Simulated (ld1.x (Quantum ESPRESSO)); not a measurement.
**Ru: generating and testing a TM potential**

Task: generate the file, and judge it by its errors in other configurations, its logarithmic derivatives, its ghosts and its cutoff.

Method: ld1.x (Quantum ESPRESSO) 7.5, LDA (PW92), scalar-relativistic.

## 1. Starting point

The settings as typed:

```json
{
 "element": "ruthenium (Ru, Z = 44)",
 "type": "norm-conserving Troullier–Martins (Kleinman–Bylander form)",
 "frozen core": "[Kr]",
 "valence charge": "8",
 "reference configuration": "4d7 5s1 5p0",
 "partial waves": "5s (bound): rc 2.80 bohr; 5p (bound, empty): rc 4.15 bohr; 4d (bound): rc 1.90 bohr",
 "local potential": "the d channel",
 "core correction": "a·sin(br)/r model core, default radius (core density twice the valence density)"
}
```

The nodes and maxima of the atom's own shells, from an earlier all-electron run, set the scale for the radii.

All-electron outer shells of the reference configuration (LDA (PW92), scalar-relativistic, ld1.x):

| shell | level (eV) | outermost node (bohr) | outermost maximum (bohr) |
| --- | --- | --- | --- |
| 4s | -76.44 | 0.48 | 0.91 |
| 4p | -46.53 | 0.49 | 0.98 |
| 4d | -5.40 | 0.48 | 1.21 |
| 5s | -4.51 | 1.24 | 2.73 |
| 5p | -1.03 | 1.41 | 3.82 |

## 2. Generating the potential

Ru.in reads:

```
 &input
   title='Ru', zed=44., rel=1, dft='PW', iswitch=3,
   config='[Kr] 4d7 5s1 5p0',
   nld=3, rlderiv=4.50, eminld=-2.0, emaxld=5.0, deld=0.02
 /
 &inputp
   pseudotype=2, tm=.true., lloc=2,
   nlcc=.true.,
   file_pseudopw='Ru.UPF', file_wfcaegen='ae.wfc', file_wfcncgen='nc.wfc', file_beta='beta', file_chi='chi'
 /
3
5S  1  0   1.00   0.00  2.80  2.80  0.0
5P  2  1   0.00   0.00  4.15  4.15  0.0
4D  3  2   7.00   0.00  1.90  1.90  0.0
 &test
   configts(1)='4d7 5s1 5p0'
 /
```

The run is started by

```
$ ld1.x < Ru.in > Ru.out
```

Output in Ru.out (without the banner and most projector matrices):

```text
     Program LD1 v.7.5
     --------------------------- All-electron run ----------------------------

     Ru
     scalar relativistic calculation

     atomic number is 44.00
     dft =PW   lsd =0 sic =0 latt =0  beta=0.20 tr2=1.0E-14
     Exchange-correlation= PW
                           (   1   4   0   0   0   0   0)
     mesh =1233 r(mesh) = 101.06970 a.u. xmin = -7.00 dx = 0.01250
     1 Ry =  13.60569312 eV, c = 137.03599908

     n l     nl                  e(Ry)          e(Ha)          e(eV)
     1 0     1S 1( 2.00)     -1610.2483      -805.1242    -21908.5445
     2 0     2S 1( 2.00)      -231.5794      -115.7897     -3150.7982
     2 1     2P 1( 6.00)      -207.5536      -103.7768     -2823.9105
     3 0     3S 1( 2.00)       -40.7415       -20.3708      -554.3164
     3 1     3P 1( 6.00)       -32.8464       -16.4232      -446.8982
     4 0     4S 1( 2.00)        -5.6183        -2.8092       -76.4411
     4 1     4P 1( 6.00)        -3.4198        -1.7099       -46.5292
     3 2     3D 1(10.00)       -20.1007       -10.0504      -273.4844
     4 2     4D 1( 7.00)        -0.3969        -0.1985        -5.4006
     5 0     5S 1( 1.00)        -0.3315        -0.1658        -4.5108
     5 1     5P 1( 0.00)        -0.0759        -0.0379        -1.0321

     final scf error:  1.7E-15 reached in  29 iterations

     Etot =   -9052.556421 Ry,   -4526.278210 Ha, -123166.304642 eV

     Ekin =    9358.592935 Ry,    4679.296467 Ha,  127330.143532 eV
     Encl =  -21846.537477 Ry,  -10923.268738 Ha, -297237.284711 eV
     Eh   =    3693.078191 Ry,    1846.539096 Ha,   50246.888551 eV
     Exc  =    -257.690070 Ry,    -128.845035 Ha,   -3506.052015 eV

     normalization and overlap integrals

     s(1S/1S) =  1.000000  <r> =   0.0335  <r2> =    0.0015  r(max) =   0.0216
     s(2S/2S) =  1.000000  <r> =   0.1458  <r2> =    0.0251  r(max) =   0.1229
     s(2P/2P) =  1.000000  <r> =   0.1270  <r2> =    0.0197  r(max) =   0.0981
     s(3S/3S) =  1.000000  <r> =   0.4035  <r2> =    0.1864  r(max) =   0.3600
     s(3P/3P) =  1.000000  <r> =   0.4036  <r2> =    0.1894  r(max) =   0.3555
     s(4S/4S) =  1.000000  <r> =   1.0176  <r2> =    1.1753  r(max) =   0.9078
     s(4P/4P) =  1.000000  <r> =   1.1275  <r2> =    1.4608  r(max) =   0.9785
     s(3D/3D) =  1.000000  <r> =   0.3844  <r2> =    0.1770  r(max) =   0.3022
     s(4D/4D) =  1.000000  <r> =   1.7060  <r2> =    3.6562  r(max) =   1.2102
     s(5S/5S) =  1.000000  <r> =   3.3379  <r2> =   12.8765  r(max) =   2.7273
     s(5P/5P) =  1.000000  <r> =   5.0304  <r2> =   30.2370  r(max) =   3.8221

     ------------------------ End of All-electron run ------------------------

     --------------------- Generating NC pseudopotential ---------------------

      Generating local pot.: lloc=2, matching radius rcloc =   1.9000

      Computing core charge for nlcc:

       r > 1.11 : true rho core
       r < 1.11 : rho core = a sin(br)/r    a=  11.66  b=   2.16

      Integrated core pseudo-charge :   9.69

      Wfc   5S  rcut= 2.832  Using Troullier-Martins method

      Wfc   5P  rcut= 4.120  Using Troullier-Martins method

     ------------------- End of pseudopotential generation -------------------

     [... the all-electron block is printed once more ...]


     Computing logarithmic derivative in   4.52483
     Computing logarithmic derivative in   4.52483
     Computing the partial wave expansion
     R is outside the sphere for l=    0 j= 0.00
     R is outside the sphere for l=    1 j= 0.00
       no projector for channel:   2

     ---------------------- Testing the pseudopotential ----------------------

     Ru
     scalar relativistic calculation

     atomic number is 44.00   valence charge is  8.00
     dft =PW   lsd =0 sic =0 latt =0  beta=0.20 tr2=1.0E-14
     mesh =1233 r(mesh) = 101.06970 xmin = -7.00 dx = 0.01250

     n l     nl             e AE (Ry)        e PS (Ry)    De AE-PS (Ry)
     3 2     4D   1( 7.00)       -0.39694       -0.39694        0.00000
     1 0     5S   1( 1.00)       -0.33153       -0.33153        0.00000
     2 1     5P   1( 0.00)       -0.07586       -0.07586        0.00000

     eps = 3.2E-15  iter = 12

     Etot =   -9052.556421 Ry,   -4526.278210 Ha, -123166.304642 eV
     Etotps =   -47.050270 Ry,     -23.525135 Ha,    -640.151531 eV

     Ekin =      33.027994 Ry,      16.513997 Ha,     449.368753 eV
     Encl =     -88.336649 Ry,     -44.168324 Ha,   -1201.881335 eV
     Ehrt =      31.136441 Ry,      15.568221 Ha,     423.632865 eV
     Ecxc =     -23.273678 Ry,     -11.636839 Ha,    -316.654518 eV
     (Ecc =     -13.752931 Ry,      -6.876465 Ha,    -187.118157 eV)
     Epseu=       0.395621 Ry,       0.197811 Ha,       5.382703 eV

     ---------------------- End of pseudopotential test ----------------------
```

Wall time 2.8 s (1 thread of Neoverse-V1, shared host). This counts the later configuration tests of the new file too.

Partial waves on a coarse radial grid (AE all-electron, PS pseudo):

```csv
r (bohr),5s AE,5s PS,4d AE,4d PS
0.208,0.0846,0.0205,-0.3769,0.0233
0.415,0.0758,0.0433,-0.1561,0.1569
0.622,-0.1976,0.0711,0.3073,0.4001
0.830,-0.2699,0.1069,0.6294,0.6454
1.038,-0.1650,0.1537,0.7759,0.7882
1.245,0.0083,0.2133,0.8052,0.8158
1.453,0.1836,0.2863,0.7721,0.7758
1.660,0.3305,0.3676,0.7110,0.7114
1.868,0.4427,0.4490,0.6402,0.6402
2.075,0.5209,0.5189,0.5695,0.5695
2.282,0.5705,0.5689,0.5029,0.5029
2.490,0.5972,0.5969,0.4421,0.4421
2.698,0.6059,0.6059,0.3876,0.3876
2.905,0.6010,0.6010,0.3395,0.3395
3.113,0.5861,0.5861,0.2970,0.2970
3.320,0.5641,0.5641,0.2599,0.2599
3.528,0.5372,0.5372,0.2272,0.2272
3.735,0.5073,0.5073,0.1987,0.1987
3.943,0.4755,0.4755,0.1736,0.1736
4.150,0.4432,0.4432,0.1518,0.1518
4.358,0.4108,0.4108,0.1326,0.1326
4.565,0.3793,0.3793,0.1159,0.1159
4.773,0.3486,0.3486,0.1012,0.1012
4.980,0.3195,0.3195,0.0885,0.0885
5.188,0.2918,0.2918,0.0773,0.0773
5.395,0.2659,0.2659,0.0675,0.0675
```

## 3. Transferability test

Ru.test.in reads:

```
 &input
   title='Ru', zed=44., rel=1, dft='PW', iswitch=2,
   config='[Kr] 4d7 5s1 5p0'
 /
 &test
   file_pseudo='Ru.UPF', nconf=10,
   configts(1)='4d7 5s1 5p0',
   configts(2)='4d7 5s0 5p0',
   configts(3)='4d6 5s0 5p0',
   configts(4)='4d5 5s0 5p0',
   configts(5)='4d8 5s0 5p0',
   configts(6)='4d6 5s1 5p0',
   configts(7)='4d4 5s0 5p0',
   configts(8)='4d7 5s0.5 5p0',
   configts(9)='4d7 5s1 5p0', lsdts(9)=1,
   configts(10)='4d7 5s0 5p0', lsdts(10)=1
 /
```

The run is started by

```
$ ld1.x < Ru.test.in > Ru.test.out
```

Ru.test.out, the pseudopotential blocks, each with the warnings that came before it:

```text
     ---------------------- Testing the pseudopotential ----------------------

     Ru
     scalar relativistic calculation

     atomic number is 44.00   valence charge is  8.00
     dft =PW   lsd =0 sic =0 latt =0  beta=0.20 tr2=1.0E-14
     mesh =1233 r(mesh) = 101.06970 xmin = -7.00 dx = 0.01250

     n l     nl             e AE (Ry)        e PS (Ry)    De AE-PS (Ry)
     3 2     4D   1( 7.00)       -0.39694       -0.39694        0.00000
     1 0     5S   1( 1.00)       -0.33153       -0.33153        0.00000
     2 1     5P   1( 0.00)       -0.07586       -0.07586        0.00000

     eps = 3.2E-15  iter = 12

     Etot =   -9052.556421 Ry,   -4526.278210 Ha, -123166.304642 eV
     Etotps =   -47.050270 Ry,     -23.525135 Ha,    -640.151531 eV

     Ekin =      33.027994 Ry,      16.513997 Ha,     449.368753 eV
     Encl =     -88.336649 Ry,     -44.168324 Ha,   -1201.881335 eV
     Ehrt =      31.136441 Ry,      15.568221 Ha,     423.632865 eV
     Ecxc =     -23.273678 Ry,     -11.636839 Ha,    -316.654518 eV
     (Ecc =     -13.752931 Ry,      -6.876465 Ha,    -187.118157 eV)
     Epseu=       0.395621 Ry,       0.197811 Ha,       5.382703 eV

     ---------------------- End of pseudopotential test ----------------------

     ---------------------- Testing the pseudopotential ----------------------

     Ru
     [...]
     n l     nl             e AE (Ry)        e PS (Ry)    De AE-PS (Ry)
     3 2     4D   1( 7.00)       -0.94088       -0.93933       -0.00155
     1 0     5S   1( 0.00)       -0.79536       -0.79742        0.00207
     2 1     5P   1( 0.00)       -0.46062       -0.46277        0.00215

     eps = 1.2E-16  iter = 10

     Etot =   -9051.997427 Ry,   -4525.998713 Ha, -123158.699137 eV
     Etotps =   -46.490332 Ry,     -23.245166 Ha,    -632.533190 eV
     dEtot_ae =       0.558994 Ry
     dEtot_ps =       0.559938 Ry,   Delta E=      -0.000943 Ry

     [...]
     ---------------------- End of pseudopotential test ----------------------

     Warning: n=2, l=1 expected 0 nodes, found 1
     ---------------------- Testing the pseudopotential ----------------------

     Ru
     [...]
     n l     nl             e AE (Ry)        e PS (Ry)    De AE-PS (Ry)
     3 2     4D   1( 6.00)       -1.79173       -1.80041        0.00868  !
     1 0     5S   1( 0.00)       -1.42469       -1.42756        0.00287
     2 1     5P   1( 0.00)       -0.99957       -0.99957        0.00000

     eps = 8.3E-15  iter = 14

     Etot =   -9050.642309 Ry,   -4525.321155 Ha, -123140.261824 eV
     Etotps =   -45.132695 Ry,     -22.566348 Ha,    -614.061604 eV
     dEtot_ae =       1.914112 Ry
     dEtot_ps =       1.917574 Ry,   Delta E=      -0.003462 Ry

     [...]
     ---------------------- End of pseudopotential test ----------------------

     Warning: n=1, l=0 expected 0 nodes, found 1
     ---------------------- Testing the pseudopotential ----------------------

     Ru
     [...]
     n l     nl             e AE (Ry)        e PS (Ry)    De AE-PS (Ry)
     3 2     4D   1( 5.00)       -2.76125       -2.79455        0.03331  !
     1 0     5S   1( 0.00)       -2.13347       -2.32375        0.19028  !
     2 1     5P   1( 0.00)       -1.62661       -1.62661        0.00000

     eps = 5.3E-15  iter =  9

     Etot =   -9048.374785 Ry,   -4524.187393 Ha, -123109.410588 eV
     Etotps =   -42.845293 Ry,     -21.422647 Ha,    -582.939912 eV
     dEtot_ae =       4.181636 Ry
     dEtot_ps =       4.204976 Ry,   Delta E=      -0.023341 Ry

     [...]
     ---------------------- End of pseudopotential test ----------------------

     ---------------------- Testing the pseudopotential ----------------------

     Ru
     [...]
     n l     nl             e AE (Ry)        e PS (Ry)    De AE-PS (Ry)
     3 2     4D   1( 8.00)       -0.24896       -0.24749       -0.00147
     1 0     5S   1( 0.00)       -0.27030       -0.27387        0.00357
     2 1     5P   1( 0.00)       -0.04388       -0.04580        0.00192

     eps = 2.8E-16  iter = 12

     Etot =   -9052.576444 Ry,   -4526.288222 Ha, -123166.577076 eV
     Etotps =   -47.067240 Ry,     -23.533620 Ha,    -640.382421 eV
     dEtot_ae =      -0.020024 Ry
     dEtot_ps =      -0.016970 Ry,   Delta E=      -0.003053 Ry

     [...]
     ---------------------- End of pseudopotential test ----------------------

     ---------------------- Testing the pseudopotential ----------------------

     Ru
     [...]
     n l     nl             e AE (Ry)        e PS (Ry)    De AE-PS (Ry)
     3 2     4D   1( 6.00)       -1.14783       -1.15532        0.00749  !
     1 0     5S   1( 1.00)       -0.89044       -0.88907       -0.00137
     2 1     5P   1( 0.00)       -0.53082       -0.53082        0.00000

     eps = 6.1E-15  iter = 16

     Etot =   -9051.797788 Ry,   -4525.898894 Ha, -123155.982919 eV
     Etotps =   -46.288668 Ry,     -23.144334 Ha,    -629.789409 eV
     dEtot_ae =       0.758633 Ry
     dEtot_ps =       0.761602 Ry,   Delta E=      -0.002969 Ry

     [...]
     ---------------------- End of pseudopotential test ----------------------

     ---------------------- Testing the pseudopotential ----------------------

     Ru
     [...]
     n l     nl             e AE (Ry)        e PS (Ry)    De AE-PS (Ry)
     3 2     4D   1( 4.00)       -3.82752       -3.90041        0.07289  !
     1 0     5S   1( 0.00)       -2.90861       -3.53453        0.62592  !
     2 1     5P   1( 0.00)       -2.32643       -2.32643        0.00000

     eps = 8.3E-15  iter =  8

     Etot =   -9045.088108 Ry,   -4522.544054 Ha, -123064.693065 eV
     Etotps =   -39.506411 Ry,     -19.753205 Ha,    -537.512100 eV
     dEtot_ae =       7.468313 Ry
     dEtot_ps =       7.543859 Ry,   Delta E=      -0.075546 Ry

     [...]
     ---------------------- End of pseudopotential test ----------------------

     ---------------------- Testing the pseudopotential ----------------------

     Ru
     [...]
     n l     nl             e AE (Ry)        e PS (Ry)    De AE-PS (Ry)
     3 2     4D   1( 7.00)       -0.65833       -0.65749       -0.00084
     1 0     5S   1( 0.50)       -0.55691       -0.55766        0.00074
     2 1     5P   1( 0.00)       -0.26013       -0.26078        0.00065

     eps = 8.2E-15  iter = 11

     Etot =   -9052.335041 Ry,   -4526.167520 Ha, -123163.292610 eV
     Etotps =   -46.828673 Ry,     -23.414337 Ha,    -637.136560 eV
     dEtot_ae =       0.221380 Ry
     dEtot_ps =       0.221596 Ry,   Delta E=      -0.000216 Ry

     [...]
     ---------------------- End of pseudopotential test ----------------------

     ---------------------- Testing the pseudopotential ----------------------

     Ru
     [...]
     n l     nl             e AE (Ry)        e PS (Ry)    De AE-PS (Ry)
     3 2     4D   1( 5.00)       -0.44750       -0.44922        0.00171
     1 0     5S   1( 1.00)       -0.36507       -0.36555        0.00048
     2 1     5P   1( 0.00)       -0.09339       -0.09354        0.00015
     3 2     4D   2( 2.00)       -0.30754       -0.30334       -0.00420
     1 0     5S   2( 0.00)       -0.27075       -0.26965       -0.00110
     2 1     5P   2( 0.00)       -0.04283       -0.04249       -0.00034

     eps = 7.0E-15  iter = 12

     Etot =   -9052.684090 Ry,   -4526.342045 Ha, -123168.041673 eV
     Etotps =   -47.182851 Ry,     -23.591425 Ha,    -641.955387 eV
     dEtot_ae =      -0.127669 Ry
     dEtot_ps =      -0.132581 Ry,   Delta E=       0.004912 Ry

     [...]
     ---------------------- End of pseudopotential test ----------------------

     ---------------------- Testing the pseudopotential ----------------------

     Ru
     [...]
     n l     nl             e AE (Ry)        e PS (Ry)    De AE-PS (Ry)
     3 2     4D   1( 5.00)       -0.99405       -0.99421        0.00016
     1 0     5S   1( 0.00)       -0.82214       -0.82546        0.00333
     2 1     5P   1( 0.00)       -0.47633       -0.48265        0.00632  !
     3 2     4D   2( 2.00)       -0.86528       -0.86007       -0.00522  !
     1 0     5S   2( 0.00)       -0.75721       -0.75781        0.00059
     2 1     5P   2( 0.00)       -0.43786       -0.43903        0.00116

     eps = 5.4E-15  iter = 10

     Etot =   -9052.093637 Ry,   -4526.046819 Ha, -123160.008149 eV
     Etotps =   -46.590622 Ry,     -23.295311 Ha,    -633.897712 eV
     dEtot_ae =       0.462784 Ry
     dEtot_ps =       0.459647 Ry,   Delta E=       0.003136 Ry

     [...]
     ---------------------- End of pseudopotential test ----------------------
```

The tests as a table, with energies relative to 4d7 5s1 5p0. Spin-polarised rows fill open shells by Hund's rule and count from the unpolarised reference. A star marks tests that logged a warning. The frozen-core shift comes from a second all-electron run, not shown, with the core orbitals held at their reference shape; it is that run's ΔE less the relaxed one.

```tsv
valence configuration	charge	ΔE all-electron (eV)	error AE − PS (meV)	frozen-core shift (meV)
4d7 5s0 5p0	+1	7.606	-13	+3.3
4d6 5s0 5p0 *	+2	26.043	-47	+58
4d5 5s0 5p0 *	+3	56.894	-318	+378
4d8 5s0 5p0	0	-0.272	-42	+24
4d6 5s1 5p0	+1	10.322	-40	+40
4d4 5s0 5p0	+4	101.612	-1028	+1211
4d7 5s0.5 5p0	+0.5	3.012	-2.9	+1.1
4d7 5s1 5p0 (spin-polarised)	0	-1.737	+67	+3.4
4d7 5s0 5p0 (spin-polarised)	+1	6.296	+43	+6.8
```

## 4. Does it scatter like the atom?

Taken from the files of the generation run. The phase is arctan(r·u′/u) with u = r·R, unwrapped, with energies in Ry. A pole is an energy at which the radial function vanishes at the test radius. The pseudo phase is shifted by a multiple of π to meet the all-electron one at the reference energy. Levels narrower than the energy grid can be missing from the poles. The last column is the largest difference on the grid between −1 and +1 Ry.

| channel | radius (bohr) | reference (Ry) | poles AE | poles PS | window around the reference with phases within 0.05 rad (Ry) | largest difference near zero (rad) |
| --- | --- | --- | --- | --- | --- | --- |
| s | 4.53 | -0.33 | -0.10, 2.27 | -0.10, 2.06, 4.38 | below 0.7 | 0.198 |
| p | 4.53 | -0.08 | 0.41, 2.91 | -1.63, 0.40, 2.70 | -1.6 to 1.2 | 0.008 |
| d | 4.53 | -0.40 | -0.38, 1.38, 4.15 | -0.38, 1.38, 4.19 | below 2.5 | 0.005 |

Phases (rad) along the scan:

```csv
E (Ry),s AE,s PS,d AE,d PS
-2.00,1.400,1.400,1.417,1.417
-1.52,1.367,1.367,1.394,1.394
-1.04,1.299,1.298,1.358,1.358
-0.56,0.919,0.918,1.252,1.252
-0.08,-1.591,-1.592,-1.916,-1.916
0.40,-1.852,-1.859,-2.741,-2.737
0.88,-2.866,-3.064,-4.479,-4.477
1.36,-4.444,-4.491,-4.708,-4.707
1.84,-4.638,-4.669,-4.834,-4.831
2.32,-4.719,-4.762,-5.108,-5.090
2.80,-4.784,-4.900,-7.301,-7.251
3.28,-4.877,-6.872,-7.715,-7.708
3.76,-5.215,-7.737,-7.809,-7.805
4.24,-7.385,-7.835,-7.863,-7.859
4.72,-7.706,-7.896,-7.911,-7.906
```

## 5. Cutoff and ghost test in a Bessel basis

This step uses the generator's waves and projectors in a separate script. Basis: spherical Bessel functions vanishing at 20 bohr, q² up to the cutoff; potential fixed at the reference.

All-electron valence levels (Ry): 5s -0.3315, 5p -0.0759, 4d -0.3969. The lowest levels of each channel (Ry) by cutoff; the last column sums, over occupied levels, occupation times the distance from the level at 400 Ry. A positive value at high cutoff is not a bound level.

```csv
cutoff (Ry),s #1,s #2,p #1,p #2,d #1,f #1,Σ f·Δε (mRy)
8,-2.8589,-0.3280,-0.0758,0.0529,0.0398,0.1104,3060.4
15,-5.3812,-0.3311,-0.6067,-0.0758,-0.0836,0.1104,2193.5
25,-6.2101,-0.3315,-1.4171,-0.0758,-0.3016,0.1104,667.6
35,-6.3058,-0.3315,-1.6001,-0.0758,-0.3814,0.1104,109.1
50,-6.3124,-0.3315,-1.6256,-0.0758,-0.3967,0.1104,1.8
55,-6.3127,-0.3315,-1.6258,-0.0758,-0.3968,0.1104,0.7
70,-6.3138,-0.3315,-1.6260,-0.0758,-0.3969,0.1104,0.5
400,-6.3141,-0.3315,-1.6264,-0.0758,-0.3969,0.1104,0.0
```

The sum stays within 10 mRy from 50 Ry and within 1 mRy from 55 Ry. The sum leaves out empty levels, which can need more. Ghost test: ghost states, bound below the all-electron valence or empty levels of the same l: s at -85.9 eV, p at -22.1 eV.

## 6. What came out

| quantity | value |
| --- | --- |
| cutoffs for 10 and 1 mRy, occupied levels | 50 Ry and 55 Ry |
| bound ghosts | s at -85.91 eV, p at -22.13 eV |
| largest test error (AE − PS), unpolarised tests | -1028 meV, for 4d4 5s0 5p0 |
| largest phase difference near zero energy, channels read | 0.198 rad |

In words: A bound ghost (s, p) makes it unfit for use: electrons can fall into a state that the atom doesn't have. The worst unpolarised test, 4d4 5s0 5p0, is off by 1028 meV on 101.6 eV; by total energies transferability rates as poor. That test lies far up in energy; among those under 40 eV, nearer to bonding, the largest error is 47 meV. Freezing the core accounts for most of it. By its cutoff, 50 Ry for the looser tolerance, it is of middling hardness. The slowest occupied level is 4d: taken alone it needs 50 Ry to come within 1 mRy, against 15 Ry for 5s. Near zero energy the largest phase difference among the channels read is 0.20 rad, in the s channel. The pseudo curves have a pole with no partner nearby in the atom's: p at -1.63 Ry. All of this concerns the isolated atom, not yet a solid.
